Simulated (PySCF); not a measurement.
# C8H8O2 (4'-hydroxyacetophenone): the cost of one run

Programs: PySCF 2.14.0, with routines of our own; each step states its level. All values are computed. Atoms count from 0.

## (1) The starting structure

18 atoms, charge 0, multiplicity 1; geometry from: GFN2-xTB.

## (2) Optimising the geometry at PBE0-D3(BJ)/def2-SVP

Job settings and geometry (Å):

```
{"job": {"xc": "PBE0", "basis": "def2-SVP", "d3": "d3bj", "grid": 2, "kind": "geom"}, "charge": 0, "multiplicity": 1}
C     -2.894603     0.292987    -0.555551
C     -1.923526     0.219584     0.599044
O     -2.303014     0.288760     1.748458
C     -0.488867     0.059194     0.266424
C      0.420115    -0.009215     1.323984
C      1.770245    -0.157551     1.095378
C      2.247904    -0.241647    -0.209698
O      3.564226    -0.387902    -0.489512
C      1.350212    -0.174205    -1.274546
C      0.000972    -0.025837    -1.038349
H     -2.653763     1.140375    -1.193755
H     -3.903030     0.410849    -0.166769
H     -2.841279    -0.618916    -1.146273
H      0.036579     0.057364     2.330974
H      2.462988    -0.209433     1.924910
H      4.077667    -0.420346     0.327532
H      1.737652    -0.241039    -2.278775
H     -0.669236     0.023296    -1.881798
```

The run is started by

```sh
> OMP_NUM_THREADS=1 python excited_run.py task.json out
```

One launch serves the whole session: the jobs run in the order shown.

**Question.** How long does this first job take on 1 thread of Arm Neoverse V2, shared host, and how much memory does it need?

About 54 s, with a peak of 0.82 GiB.
